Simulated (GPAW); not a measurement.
Crystal: Sn3Se.

```
Sn Se
1.0
     0.00000    3.73314    3.73314
     3.73314    0.00000    3.73314
     3.73314    3.73314    0.00000
Sn Se
3 1
Direct
  0.50000 0.50000 0.50000
  0.75000 0.75000 0.75000
  0.25000 0.25000 0.25000
  0.00000 0.00000 0.00000
```

The cell comes from a database or a generator and needn't be the stable form of this composition.

| Property | Result |
| --- | --- |
| Program | GPAW 26.7.0 |
| Task | single point |
| Functional | PBEsol |
| Potentials or basis | PAW data sets generated in the run's folder for this functional |
| Cutoff | 600 eV |
| Basis | pw |
| k mesh | 6 × 6 × 6 |
| Occupations | fermi-dirac, width 0.05 eV |
| Spin | no spin polarisation |

On this cell: pressure -3.4 GPa; largest force zero by symmetry; band gap on the k mesh none (metal or under the smearing width).

The same run follows on a disturbed copy (atoms moved at random, drawn with an rms of 0.05 Å):

```
Sn Se
1.0
     0.00000    3.73314    3.73314
     3.73314    0.00000    3.73314
     3.73314    3.73314    0.00000
Sn Se
3 1
Direct
  0.50350 0.49208 0.50754
  0.75201 0.74705 0.75164
  0.25112 0.24668 0.24994
  0.99438 0.99926 0.99853
```

What changes?

The energy (extrapolated to zero smearing) moves by +0.9 meV/atom; pressure -3.4 GPa; largest force 0.134 eV/Å; band gap on the k mesh none (metal or under the smearing width).

Forces on the atoms (eV/Å):
```
Sn  -0.016 -0.132 -0.003
Sn  -0.004  0.024  0.003
Sn   0.008  0.033  0.006
Se   0.012  0.075 -0.005
```
